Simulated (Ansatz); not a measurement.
# Ir: the cost of one run

Program: Ansatz 0.2.0. Level of theory: DFT, r2SCAN, PAW with Ansatz's default frozen-core files, scalar-relativistic. These are calculated values, not measurements.

This is Ir in the hcp structure; at room conditions it is fcc.

## Step 1: The starting structure

It takes space group P6_3/mmc (No. 194, hexagonal). The conventional cell has a = 2.751 Å, b = 2.751 Å, c = 4.462 Å, α = 90.00°, β = 90.00°, γ = 120.00°. Ir (site symmetry -6m2) has 12 Ir at 2.74 to 2.75 Å as nearest neighbours.

Structure file:

```cif
data_structure
_symmetry_space_group_name_H-M 'P 1'
_symmetry_Int_Tables_number 1
_cell_length_a 2.7514
_cell_length_b 2.7514
_cell_length_c 4.4623
_cell_angle_alpha 90.000
_cell_angle_beta 90.000
_cell_angle_gamma 120.000
_cell_volume 29.25
loop_
_atom_site_label
_atom_site_type_symbol
_atom_site_fract_x
_atom_site_fract_y
_atom_site_fract_z
_atom_site_occupancy
Ir1 Ir 0.66667 0.33333 0.75000 1
Ir2 Ir 0.33333 0.66667 0.25000 1
```

Atoms are numbered in the order of the input: Ir1, Ir2.

## Step 2: Free moments from the typed start, PAW

input.yaml

```yaml
crystal:
  lattice:
    - [2.7513778946, 0.0, 0.0]
    - [-1.3756889473, 2.3827631521, 0.0]
    - [0.0, 0.0, 4.46229]
  atoms:
    - { symbol: Ir, position: [0.6666666667, 0.3333333333, 0.75], spin: 0.8 }
    - { symbol: Ir, position: [0.3333333333, 0.6666666667, 0.25], spin: 0.8 }
magnetization:
  spin_polarized: true
kpoints:
  mp_grid: { grid: [14, 14, 8] }
scf:
  occupations: { method: fermi_dirac, width: 0.08 }
  lower_state_search: "off"
hamiltonian:
  xc: r2scan
  pseudopotentials: { kind: paw }
output:
  forces: true
  stress: true
  eigenvalues: true
  populations: true
  dos: { projected: true, de: 0.1, e_range: [-8, 5] }
  write_density: true
  write_potential: true
  elf: true
  volumetric_format: npy
```

The run is started by

```sh
$ ansatz run input.yaml --threads 1 --pin off --max-ram 3072MiB --backend cpu --events-out ev --progress --plain --runs-dir out
```

Q: Estimate wall time and peak memory on 1 thread of Arm Neoverse V1, shared host.

About 59 s, with a peak of 0.49 GiB.
